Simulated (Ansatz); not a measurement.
## CuAs3 under changes of volume

One of the cells (28.128 Å³/atom); the others are scaled copies at fixed shape and fractional positions:

```
CELL_PARAMETERS angstrom
0.00000 3.83168 3.83168
3.83168 0.00000 3.83168
3.83168 3.83168 0.00000
ATOMIC_POSITIONS crystal
Cu 0.00000 0.00000 0.00000
As 0.25000 0.25000 0.25000
As 0.75000 0.75000 0.75000
As 0.50000 0.50000 0.50000
```

The cell was built by a generator and needn't be a form met in nature.

```yaml
Program: Ansatz 0.2.0
Functional: PBE
Potentials_or_basis: all-electron LAPW, scalar-relativistic
Cutoff: 145 eV (chosen from the basis error)
Basis_error_allowed: 0.001 eV/atom
k_mesh: 6 × 6 × 6
Occupations: fermi-dirac, width 0.05 eV
Spin: no spin polarisation
```

```tsv
volume (Å³/atom)	energy over the lowest point (meV/atom)	pressure (GPa)
26.440	0.00	-13.7
27.003	48.08	-13.7
27.565	96.30	-13.7
28.128	144.53	-13.7
28.691	?	?
29.253	240.60	-13.6
29.816	288.28	-13.5
```

Problem. What does the run at 28.691 Å³/atom give?

Solution. Energy over the lowest point 192.66 meV/atom; pressure -13.7 GPa.

Worked out: A Birch-Murnaghan fit of order 3 (a polynomial in V^(-2/3)) to the other rows has no minimum within the range. It gives 192.72 meV/atom at 28.691 Å³/atom, against the run's 192.66, and -dE/dV = -13.7 GPa, against -13.7.

Energies are extrapolated to zero smearing.
